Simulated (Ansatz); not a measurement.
# BBi: a single-point run

Wanted: a converged single-point run for BBi, and a check of what comes out. The structure is shown as the input types it. The cell is built on a prototype (rocksalt) and needn't be the phase found in nature.

Method: density functional or hybrid calculation with the settings of its input, plane waves (as first typed), in Ansatz 0.2.0.

7 further runs of the same task are left out: 7 that didn't finish.

## 1. The starting structure

It takes space group Fm-3m (No. 225, cubic). The conventional cell has a = 5.254 Å, b = 5.254 Å, c = 5.254 Å, α = 90.00°, β = 90.00°, γ = 90.00°. B (site symmetry m-3m) is surrounded by 6 Bi at 2.63 Å. Bi (site symmetry m-3m) is surrounded by 6 B at 2.63 Å.

Structure file:

```cif
data_structure
_symmetry_space_group_name_H-M 'P 1'
_symmetry_Int_Tables_number 1
_cell_length_a 3.7149
_cell_length_b 3.7149
_cell_length_c 3.7149
_cell_angle_alpha 60.000
_cell_angle_beta 60.000
_cell_angle_gamma 60.000
_cell_volume 36.25
loop_
_atom_site_label
_atom_site_type_symbol
_atom_site_fract_x
_atom_site_fract_y
_atom_site_fract_z
_atom_site_occupancy
B1 B 0.00000 0.00000 0.00000 1
Bi1 Bi 0.50000 0.50000 0.50000 1
```

## 2. The calculation

Input file input.yaml:

```yaml
crystal:
  lattice:
    - [0.0, 2.6268329169, 2.6268329169]
    - [2.6268329169, 0.0, 2.6268329169]
    - [2.6268329169, 2.6268329169, 0.0]
  atoms:
    - { symbol: B, position: [0.0, 0.0, 0.0] }
    - { symbol: Bi, position: [0.5, 0.5, 0.5] }
kpoints:
  mp_grid: { grid: [4, 4, 4] }
hamiltonian:
  xc: hse06
scf:
  occupations: { method: fermi_dirac, width: 0.02 }
  n_extra_bands: 4
  max_iter: 51
output:
  forces: true
  stress: true
  eigenvalues: true
basis:
  ecutwfc: 80
```

On the command line:

```sh
$ ansatz run input.yaml --threads 4 --pin off --max-ram 3686MiB --backend cpu --events-out ev --progress --plain --runs-dir out
```

Q: Will this input give a usable result? If not, why, and what should change?

The program finished normally, with warnings (cutoff below recommended, filled band counts differ across k points, stress exchange threshold loose). Its log warns: «basis.ecutwfc = 80 eV is below the records' recommended 420 eV ...»

In the input, basis.ecutwfc is 80. With so few plane waves the basis is incomplete by a wide margin. The potentials' recommended cutoff is 420 eV.

Run again and compare: delete basis.ecutwfc (the default then holds).
